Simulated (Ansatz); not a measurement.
The system is AlFe3B.

```
CELL_PARAMETERS angstrom
3.82232 0.00000 0.00000
0.00000 3.82232 0.00000
0.00000 0.00000 3.82232
ATOMIC_POSITIONS crystal
Fe 0.00000 0.00000 0.50000
Fe 0.00000 0.50000 0.00000
Fe 0.50000 0.00000 0.00000
Al 0.50000 0.50000 0.50000
B 0.00000 0.00000 0.00000
```

The cell comes from a database or a generator and needn't be the stable form of this composition.

Base run:

- Program: Ansatz 0.2.0
- Functional: PBEsol
- Potentials or basis: Ansatz PAW
- Cutoff: 420 eV
- Density cutoff: 1680 eV
- k mesh: 7 × 7 × 7
- Occupations: fermi-dirac, width 0.05 eV
- Spin: collinear spin, ferromagnetic start
- Starting moments: [3.0, 3.0, 3.0, 0.0, 0.0] μB

Its results: band gap on the k mesh none (metal or under the smearing width); pressure -7.7 GPa; net moment 4.11 μB per cell; site moments Fe +1.37; Al -0.11; B -0.11 μB.

Question: The run is repeated on the same cell with these changes: functional from PBEsol to PBE. What comes out?

Answer: Band gap on the k mesh none (metal or under the smearing width); pressure -1.2 GPa; net moment 4.11 μB per cell; site moments Fe +1.38; Al -0.11; B -0.11 μB.

PBE binds less tightly than PBEsol, so the same cell stands under more pressure.

Caveats: the PAW data sets come from PBE, with cores solved anew for the run's functional, which leaves a small shift of forces and pressure (some runs).

Not every run made on this cell is shown here.
